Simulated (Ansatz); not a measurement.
This script for the Ansatz DFT code, driven from Python starts 8 runs on CBrClF, SMILES F[C](Cl)Br. What input does the engine get in each?

Script `scan_cbrclf.py`:
```python
import ansatz as az
import numpy as np

params = {
    "basis_set": "def2-SVP",
    "xc": "CAM-B3LYP",
}

system = (
    az.Crystal.molecule()
    .atom("F", [1.3341, 0.0389, 0.6746])
    .atom("C", [0.08, -0.0252, 0.0585])
    .atom("Cl", [-0.9717, -1.3534, 0.4001])
    .atom("Br", [-0.3869, 1.2794, -1.1535])
)

symbols = [site.symbol for site in system.cartesian_sites]
start = np.array([site.position_ang for site in system.cartesian_sites])
axis = (start[2] - start[1]) / np.linalg.norm(start[2] - start[1])
moving = [2]
lengths, energies = [1.47, 1.59, 1.73, 1.9, 2.16, 2.59, 3.11, 3.8], []
for length in lengths:
    xyz = start.copy()
    xyz[moving] += (length - np.linalg.norm(start[2] - start[1])) * axis
    point = az.Crystal.molecule()
    for symbol, place in zip(symbols, xyz):
        point = point.atom(symbol, place.tolist())
    model = (
        point.calculation()
        .basis(gaussian=params["basis_set"])
        .functional(params["xc"])
        .spin("collinear", total=1)
    )
    rep = model.run().report
    energies.append(rep["free_energy_ev"])
    print(f"r = {length:6.3f} A  E = {energies[-1]:.5f} eV  <S^2> = {abs(rep['mean_field']['state']['spin_squared']):.3f}")

print("energy above the lowest point (eV):", [round(e - min(energies), 3) for e in energies])
```

Run 1:
```yaml
crystal:
  periodic: [false, false, false]
  atoms:
    - { symbol: F, position_ang: [1.3341, 0.0389, 0.6746] }
    - { symbol: C, position_ang: [0.08, -0.0252, 0.0585] }
    - { symbol: Cl, position_ang: [-0.814541341606206, -1.1549231243903801, 0.34905369619918225] }
    - { symbol: Br, position_ang: [-0.3869, 1.2794, -1.1535] }
basis:
  gaussian:
    orbitals: def2-SVP
hamiltonian:
  xc: cam_b3lyp
magnetization:
  spin_polarized: true
  initial_magnetization: 1.0
```

Run 2, against run 1:
```diff
-    - { symbol: Cl, position_ang: [-0.814541341606206, -1.1549231243903801, 0.34905369619918225] }
+    - { symbol: Cl, position_ang: [-0.8875651245944678, -1.2471454202589827, 0.3727723652766666] }
```

Run 3, against run 1:
```diff
-    - { symbol: Cl, position_ang: [-0.814541341606206, -1.1549231243903801, 0.34905369619918225] }
+    - { symbol: Cl, position_ang: [-0.9727595380807731, -1.354738098772352, 0.40044414586706484] }
```

Run 4, against run 1:
```diff
-    - { symbol: Cl, position_ang: [-0.814541341606206, -1.1549231243903801, 0.34905369619918225] }
+    - { symbol: Cl, position_ang: [-1.0762098973141438, -1.4853863512528722, 0.4340455937268342] }
```

Run 5, against run 1:
```diff
-    - { symbol: Cl, position_ang: [-0.814541341606206, -1.1549231243903801, 0.34905369619918225] }
+    - { symbol: Cl, position_ang: [-1.2344280937887109, -1.6852013256348444, 0.4854360433947168] }
```

Run 6, against run 1:
```diff
-    - { symbol: Cl, position_ang: [-0.814541341606206, -1.1549231243903801, 0.34905369619918225] }
+    - { symbol: Cl, position_ang: [-1.4960966494966486, -2.015664552497336, 0.5704279409223687] }
```

Run 7, against run 1:
```diff
-    - { symbol: Cl, position_ang: [-0.814541341606206, -1.1549231243903801, 0.34905369619918225] }
+    - { symbol: Cl, position_ang: [-1.8125330424457826, -2.4152945012612803, 0.6732088402581339] }
```

Run 8, against run 1:
```diff
-    - { symbol: Cl, position_ang: [-0.814541341606206, -1.1549231243903801, 0.34905369619918225] }
+    - { symbol: Cl, position_ang: [-2.2324197946282878, -2.9455727025057445, 0.8095911874536683] }
```

```console
$ python scan_cbrclf.py
r =  1.470 A  E = -86306.62113 eV  <S^2> = 0.755
r =  1.590 A  E = -86307.45499 eV  <S^2> = 0.756
r =  1.730 A  E = -86307.58497 eV  <S^2> = 0.756
r =  1.900 A  E = -86307.16080 eV  <S^2> = 0.758
r =  2.160 A  E = -86306.11715 eV  <S^2> = 0.769
r =  2.590 A  E = -86305.19818 eV  <S^2> = 0.794
r =  3.110 A  E = -86304.91130 eV  <S^2> = 0.810
r =  3.800 A  E = -86304.73404 eV  <S^2> = 0.888
energy above the lowest point (eV): [0.964, 0.13, 0.0, 0.424, 1.468, 2.387, 2.674, 2.851]
```

Reading the output:
- Total energies depend on the basis set; only differences at equal settings carry meaning.
- The rest of the molecule is held rigid at a force-field or estimated start geometry, and the basis set is modest; single-reference methods fail as a bond breaks.
- The run takes the species as open-shell (spin multiplicity 2), which needn't be its ground state.
- The expectation value of S² is noticeably off S(S+1) in at least one run, so that state is spin-contaminated.
- Spin-orbit coupling of the heavy open-shell atom is left out.
- Timing: 83 s on 1 thread of Arm Neoverse V1, on a shared host, peak memory 0.35 GiB.
